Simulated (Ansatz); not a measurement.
# MoS2: the cost of one run

Program: Ansatz 0.2.0. Level of theory: DFT r²SCAN+U (U_eff = 2.5 eV on Mo d), plane waves, PAW. These are calculated values, not measurements.

The COD entry's cell or inner coordinates are ideal or old and differ from later refinements, so a difference from it is no clean test against experiment.

**1. The system as given**

It takes space group R-3m (No. 166, trigonal). Conventional cell: a = 3.171 Å, b = 3.171 Å, c = 18.345 Å, α = 90.00°, β = 90.00°, γ = 120.00°. Around Mo (site symmetry -3m) lie 6 S at 2.39 Å. S (site symmetry 3m) has 3 Mo at 2.39 Å as nearest neighbours.

As a file:

```xyz
3
Lattice="1.5855 0.9154 6.1150 -1.5855 0.9154 6.1150 0.0000 -1.8308 6.1150" Properties=species:S:1:pos:R:3 pbc="T T T"
Mo    0.0000    0.0000    0.0000
S     0.0000    0.0000   13.7587
S     0.0000    0.0000    4.5862
```

Magnetic order typed: ferromagnetic.

**2. From atoms, symmetry kept, no search**

File input.yaml:

```yaml
crystal:
  lattice:
    - [1.58550029, 0.91538902, 6.11499825]
    - [-1.58550029, 0.91538902, 6.11499825]
    - [0.0, -1.83077804, 6.11499825]
  atoms:
    - { symbol: Mo, position: [0.0, 0.0, 0.0], spin: 2.0 }
    - { symbol: S, position: [0.75, 0.75, 0.75] }
    - { symbol: S, position: [0.25, 0.25, 0.25] }
basis:
  ecutwfc: 500
  ecutrho_ratio: 4
kpoints:
  mp_grid: { grid: [7, 7, 7] }
hamiltonian:
  xc: r2scan
  hubbard: { sites: [{ site: 0, l: d, u_eff: 2.5 }] }
scf:
  occupations: { method: gaussian, width: 0.05 }
  lower_state_search: "off"
  max_iter: 150
output:
  forces: true
  stress: true
  eigenvalues: true
  populations: true
  hubbard: { sites: [{ site: 0, l: d }] }
magnetization:
  spin_polarized: true
```

Run with:

```console
ansatz run input.yaml --threads 4 --pin off --max-ram 6144MiB --backend cpu --events-out ev --progress --plain --runs-dir out
```

Q: Estimate wall time and peak memory on 4 threads of AMD EPYC 9B45 (Zen 5), shared host.

About 3.5 s, with a peak of 0.62 GiB.
